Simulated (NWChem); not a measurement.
# InSiH4F (SMILES [F][InH][SiH3]) at 3 levels

Wanted: a comparison of 3 runs (HF/STO-3G, HF/3-21G, wB97X/def2-SVP) of InSiH4F. 

Program for the calculation: NWChem 7.3.0.

## (1) The molecule

InSiH4F: 7 atoms, total charge 0, spin state singlet. As SMILES, `[F][InH][SiH3]`. The shape is that of a PBE0-D4/def2-TZVP optimisation.

Bond lengths: F1–In2 1.968 Å, In2–Si3 2.558 Å, In2–H4 1.714 Å, Si3–H5 1.486 Å, Si3–H6 1.486 Å, Si3–H7 1.487 Å. Angles: F1–In2–Si3 109.2°, F1–In2–H4 109.4°, Si3–In2–H4 141.4°, In2–Si3–H5 109.2°, In2–Si3–H6 109.1°, In2–Si3–H7 111.4°, H5–Si3–H6 109.2°, H5–Si3–H7 109.0°, H6–Si3–H7 109.0°.

## (2) Energy and gradient at HF/STO-3G (run 1)

run.py

```python
from ase import Atoms
from ase.calculators.nwchem import NWChem

molecule = Atoms('FInSiHHHH', positions=[
    [-0.196000, -2.340000, 1.298800],
    [-0.756000, -1.164900, -0.176800],
    [0.528000, 1.043100, -0.028600],
    [-1.937800, -1.965900, -1.125300],
    [1.986000, 0.765900, -0.108800],
    [0.226000, 1.696000, 1.272200],
    [0.149800, 1.965800, -1.131400],
])

calc = NWChem(
    label='fh4insi',
    theory='scf',
    memory='2200 mb',
    basis='STO-3G',
    basispar='spherical bse',
    scf={'nopen': '0', 'rhf': None, 'thresh': '1e-08', 'maxiter': '80', 'print': 'low'},
)
molecule.calc = calc

forces = molecule.get_forces()
print(f"energy = {molecule.get_potential_energy():.6f} eV")
print("forces (eV/A):")
for s, f in zip(molecule.symbols, forces):
    print(f"{s:2s} {f[0]:10.5f} {f[1]:10.5f} {f[2]:10.5f}")
```

The run is started by

```sh
$ export ASE_NWCHEM_COMMAND="nwchem PREFIX.nwi > PREFIX.nwo"
$ python run.py
```

Standard output:

```text
energy = -165141.808368 eV
forces (eV/A):
F    -0.57186    1.18204   -1.49489
In   -0.20924   -1.73082    0.88035
Si   -0.02936    0.24035   -0.18594
H     1.25830    1.09719    0.84862
H    -1.55799    0.55279    0.11549
H     0.49226   -0.53140   -1.49427
H     0.61794   -0.81021    1.33065
```

The calculator wrote fh4insi.nwi:

```
title "fh4insi"

permanent_dir fh4insi

scratch_dir fh4insi

start fh4insi

geometry units angstrom nocenter noautosym noautoz
  F  -1.9600000000000001e-01 -2.3399999999999999e+00 1.2988000000000000e+00
  In -7.5600000000000001e-01 -1.1649000000000000e+00 -1.7680000000000001e-01
  Si 5.2800000000000002e-01 1.0430999999999999e+00 -2.8600000000000000e-02
  H  -1.9378000000000000e+00 -1.9659000000000000e+00 -1.1253000000000000e+00
  H  1.9860000000000000e+00 7.6590000000000003e-01 -1.0879999999999999e-01
  H  2.2600000000000001e-01 1.6960000000000000e+00 1.2722000000000000e+00
  H  1.4979999999999999e-01 1.9658000000000000e+00 -1.1314000000000000e+00
end

memory 2200 mb

basis spherical bse noprint
   * library STO-3G
end

scf
  nopen 0
  rhf
  thresh 1e-08
  maxiter 80
  print low
end

task scf gradient
```

fh4insi.nwo:

```text
Northwest Computational Chemistry Package (NWChem) 7.3.0
             --------------------------------------------------------

           Job information
           ---------------

    nwchem branch   = 7.3.0
    use scalapack   = T
    input           = fh4insi.nwi
    prefix          = fh4insi.
    data base       = fh4insi/fh4insi.db
    status          = startup
    nproc           =        1

           Memory information
           ------------------

[... 5 lines left out ...]
    hardfail = no
[... 113 lines left out ...]
       Final RHF  results
[... 3 lines left out ...]
      One-electron energy =  -9089.279679430278
[... 1 line left out ...]
 Nuclear repulsion energy =    339.373011775881
[... 18 lines left out ...]
 Task  times  cpu:        7.8s     wall:        7.8s
 Total times  cpu:        7.8s     wall:        7.8s
```

It took 9 s on 1 thread of Intel Xeon Platinum 8488C (Sapphire Rapids), shared host; peak memory 0.1 GiB.

## (3) Energy and forces at HF/3-21G (run 2)

fh4insi.nw

```
start fh4insi
title "FH4InSi"
memory total 2200 mb
charge 0

geometry noautosym nocenter noautoz
  F    -0.196000   -2.340000    1.298800
  In   -0.756000   -1.164900   -0.176800
  Si    0.528000    1.043100   -0.028600
  H    -1.937800   -1.965900   -1.125300
  H     1.986000    0.765900   -0.108800
  H     0.226000    1.696000    1.272200
  H     0.149800    1.965800   -1.131400
end

basis spherical bse
  * library 3-21G
end

scf
  thresh 1e-08
  maxiter 80
end

task scf gradient
```

The run is started by

```sh
$ nwchem fh4insi.nw > fh4insi.out
```

Standard output:

```text
[...]
  functions       =    61
[...]
  wavefunction    = RHF
[...]
         Total SCF energy =  -6103.368008149248
      One-electron energy =  -9111.650641052442
      Two-electron energy =   2668.909621127312
 Nuclear repulsion energy =    339.373011775881
        Time for solution =      5.0s
[...]
                         RHF ENERGY GRADIENTS
    atom               coordinates                        gradient
                 x          y          z           x          y          z
   1 F      -0.370386  -4.421959   2.454376    0.006783  -0.010135   0.015162
   2 In     -1.428633  -2.201342  -0.334104   -0.010712   0.019135  -0.025995
   3 Si      0.997775   1.971173  -0.054046   -0.002060  -0.008661   0.003065
   4 H      -3.661911  -3.715012  -2.126509    0.008690   0.003500   0.008549
   5 H       3.752996   1.447341  -0.205602   -0.001428  -0.000867   0.000009
   6 H       0.427078   3.204975   2.404109   -0.000419  -0.001400  -0.000772
   7 H       0.283081   3.714823  -2.138036   -0.000854  -0.001572  -0.000018
[...]
```

Wall time 8.1 s (1 thread of Intel Xeon Platinum 8488C (Sapphire Rapids), shared host); peak memory 0.1 GiB.

## (4) Energy and gradient at wB97X/def2-SVP (core potential) (run 3)

mol.nw

```
start mol
memory stack 880 mb heap 220 mb global 1100 mb
charge 0

geometry noautosym nocenter noautoz
 F    -0.196000   -2.340000    1.298800
 In   -0.756000   -1.164900   -0.176800
 Si    0.528000    1.043100   -0.028600
 H    -1.937800   -1.965900   -1.125300
 H     1.986000    0.765900   -0.108800
 H     0.226000    1.696000    1.272200
 H     0.149800    1.965800   -1.131400
end

basis spherical bse
 * library def2-SVP
end

ecp bse
 In library def2-SVP
end

dft
 xc wb97x
 grid xfine
 convergence energy 1e-08
 maxiter 100
 mulliken
 noprint "final vectors analysis"
end

task dft gradient
```

The run is started by

```sh
$ nwchem mol.nw > mol.out
```

Standard output:

```text
[...]
          Wavefunction type:  closed shell.
          No. of atoms     :     7
          No. of electrons :    48
[...]
          Charge           :     0
          Spin multiplicity:     1
[...]
          AO basis - number of functions:    78
[...]
              XC Information
              --------------
                       wb97x  Method XC Functional
                     Hartree-Fock (Exact) Exchange  1.000
                         wb97x Exchange Functional  1.000
                      wb97x Correlation Functional  1.000
[...]
 d= 0,ls=0.0,diis     1   -581.6196856367 -7.50D+02  1.69D-02  7.20D-01     5.7
[...]
 d= 0,ls=0.0,diis     9   -581.7187101957 -2.68D-09  1.15D-06  4.18D-09    49.0
         Total DFT energy =     -581.718710195697
      One electron energy =    -1214.551815358154
           Coulomb energy =      513.770827417949
    Exchange-Corr. energy =      -49.619299179706
 Nuclear repulsion energy =      168.681576924214
[...]
  wavefunction    = closed shell
[...]
                         DFT ENERGY GRADIENTS
    atom               coordinates                        gradient
                 x          y          z           x          y          z
   1 F      -0.370386  -4.421959   2.454376   -0.000343   0.002023  -0.001769
   2 In     -1.428633  -2.201342  -0.334104   -0.000431  -0.000964   0.000108
   3 Si      0.997775   1.971173  -0.054046    0.001461   0.001110   0.001028
   4 H      -3.661911  -3.715012  -2.126509    0.000686  -0.000006   0.000859
   5 H       3.752996   1.447341  -0.205602   -0.001882   0.000233   0.000045
   6 H       0.427078   3.204975   2.404109    0.000259  -0.000883  -0.001613
   7 H       0.283081   3.714823  -2.138036    0.000249  -0.001512   0.001342
[...]
```

It took 65 s on 1 thread of Intel Xeon Platinum 8488C (Sapphire Rapids), shared host; peak memory 0.16 GiB.

## (5) Overview of the runs

| run | level | iteration cap | module | energy (Eh) | largest force (eV/Å) | wall time |
| --- | --- | --- | --- | --- | --- | --- |
| 1 | HF/STO-3G | 80 | scf | -6068.849570 | 1.990 | 9 s |
| 2 | HF/3-21G | 80 | scf | -6103.368008 | 1.749 | 8.1 s |
| 3 | wB97X/def2-SVP (core potential) | 100 | dft | -581.718710 | 0.139 | 65 s |

## (6) Summary of results

| quantity | value |
| --- | --- |
| run 3: total energy | -581.71871 Eh |
| run 3: dipole moment | 3.00 D |
| run 3: largest force on an atom | 0.139 eV/Å |

What this shows: Some runs of one species differ in core potentials or relativity; totals across that change don't compare. In run 1 the basis is minimal, so the values are rough. In runs 1, 2 relativity is left out where basis or elements ask for it. All runs together took 82 s, the longest 65 s.
